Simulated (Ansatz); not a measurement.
# Si4H10: a ladder of functionals and wavefunction methods

One table from this session's results is given with a row withheld; the runs are named, their logs left out.

Program: Ansatz 0.2.0, Gaussian basis. Level of theory: functionals in def2-TZVPP, the program's frozen cores in correlated methods. These are calculated values, not measurements.

Levels to be run: LDA (SPW92), PBE-D4, revPBE-D4, BLYP-D4, r2SCAN-D4, B97M-V, PBE0-D4, B3LYP-D4, r2SCANh-D4, r2SCAN0-D4, HSE06-D4, BHLYP-D4, CAM-B3LYP-D4, LC-ωPBE, ωB97X-V, ωB97M-V, B2PLYP, PBE-QIDH; CCSD(T)/def2-SVP; CCSD(T)/def2-TZVPP; MP2/def2-QZVPP; extrapolation to the limit; RPA on PBE.

### The geometry

All runs share one geometry, relaxed beforehand with PBE0-D4 in a triple-zeta def2 set.

14 atoms, charge 0, spin multiplicity 1.

Atoms are counted from 1 here; the program's logs count them from 0.

Bond lengths: Si1–Si2 2.338 Å, Si1–H5 1.488 Å, Si1–H6 1.488 Å, Si1–H7 1.488 Å, Si2–Si3 2.338 Å, Si2–H8 1.490 Å, Si2–H9 1.490 Å, Si3–Si4 2.338 Å, Si3–H10 1.490 Å, Si3–H11 1.490 Å, Si4–H12 1.488 Å, Si4–H13 1.488 Å, Si4–H14 1.488 Å. Angles: Si2–Si1–H5 111.3°, Si2–Si1–H6 109.6°, Si2–Si1–H7 109.9°, H5–Si1–H6 108.7°, H5–Si1–H7 108.7°, H6–Si1–H7 108.5°, Si1–Si2–Si3 109.8°, Si1–Si2–H8 109.3°, Si1–Si2–H9 109.9°, Si3–Si2–H8 109.1°, Si3–Si2–H9 110.6°, H8–Si2–H9 108.2°, Si2–Si3–Si4 109.8°, Si2–Si3–H10 109.1°, Si2–Si3–H11 110.6°, Si4–Si3–H10 109.3°, Si4–Si3–H11 109.9°, H10–Si3–H11 108.2° and more.

The first run:

in.yaml reads:

```yaml
crystal:
  periodic: [false, false, false]
  atoms:
    - {symbol: Si, position_ang: [-0.421490, 2.102244, 1.007131]}
    - {symbol: Si, position_ang: [-1.565266, 0.167690, 0.360911]}
    - {symbol: Si, position_ang: [-0.310874, -0.999620, -1.230281]}
    - {symbol: Si, position_ang: [1.806230, -1.488149, -0.365658]}
    - {symbol: H, position_ang: [-1.216728, 2.900250, 1.978692]}
    - {symbol: H, position_ang: [0.872493, 1.730258, 1.640061]}
    - {symbol: H, position_ang: [-0.138626, 2.945088, -0.185842]}
    - {symbol: H, position_ang: [-1.771290, -0.702747, 1.552945]}
    - {symbol: H, position_ang: [-2.902770, 0.528941, -0.188070]}
    - {symbol: H, position_ang: [-0.161314, -0.154684, -2.448782]}
    - {symbol: H, position_ang: [-1.002606, -2.260566, -1.620564]}
    - {symbol: H, position_ang: [2.612451, -2.284313, -1.329648]}
    - {symbol: H, position_ang: [2.529444, -0.222393, -0.068669]}
    - {symbol: H, position_ang: [1.670356, -2.261999, 0.897784]}
basis:
  gaussian: {orbitals: def2-TZVPP}
hamiltonian: {xc: lda}
output: {orbitals: {seedname: orbitals}}
```

Started as:

```sh
ansatz run in.yaml --threads 4 --pin off --events-out ev --progress --plain --max-ram 10444MiB
```

Steps of the session up to this table: LDA; PBE-D4 (GGA); revPBE-D4 (GGA); BLYP-D4 (GGA); r2SCAN-D4 (meta-GGA); B97M-V (meta-GGA); B3LYP-D4 (hybrid); r2SCANh-D4 (hybrid); r2SCAN0-D4 (hybrid); HSE06-D4 (hybrid); BHLYP-D4 (hybrid); CAM-B3LYP-D4 (range-separated); LC-ωPBE (range-separated); ωB97X-V (range-separated); ωB97M-V (range-separated); B2PLYP (double hybrid); PBE-QIDH (double hybrid).

One of the session's tables, all rows but one given; the rest of the session is left out.

It belongs to the step «Orbital energies across the functionals». 

| functional | HOMO (eV) | gap (eV) |
| --- | --- | --- |
| LDA (SPW92) | -6.96 | 5.66 |
| PBE-D4 | ? | ? |
| revPBE-D4 | -6.84 | 5.77 |
| BLYP-D4 | -6.71 | 5.76 |
| r2SCAN-D4 | -7.12 | 6.17 |
| B97M-V | -7.26 | 6.06 |
| PBE0-D4 | -7.91 | 7.57 |
| B3LYP-D4 | -7.71 | 7.23 |
| r2SCANh-D4 | -7.50 | 6.83 |
| r2SCAN0-D4 | -8.06 | 7.82 |
| HSE06-D4 | -7.53 | 6.81 |
| BHLYP-D4 | -8.83 | 9.44 |
| CAM-B3LYP-D4 | -9.12 | 9.88 |
| LC-ωPBE | -10.41 | 12.18 |
| ωB97X-V | -10.10 | 11.77 |
| ωB97M-V | -9.86 | 11.25 |

**Question.** Estimate the row for PBE-D4.

**Answer.** HOMO (eV): -6.88; gap (eV): 5.73. In the column «HOMO (eV)» it lies between LDA (SPW92) (-6.96) and revPBE-D4 (-6.84).
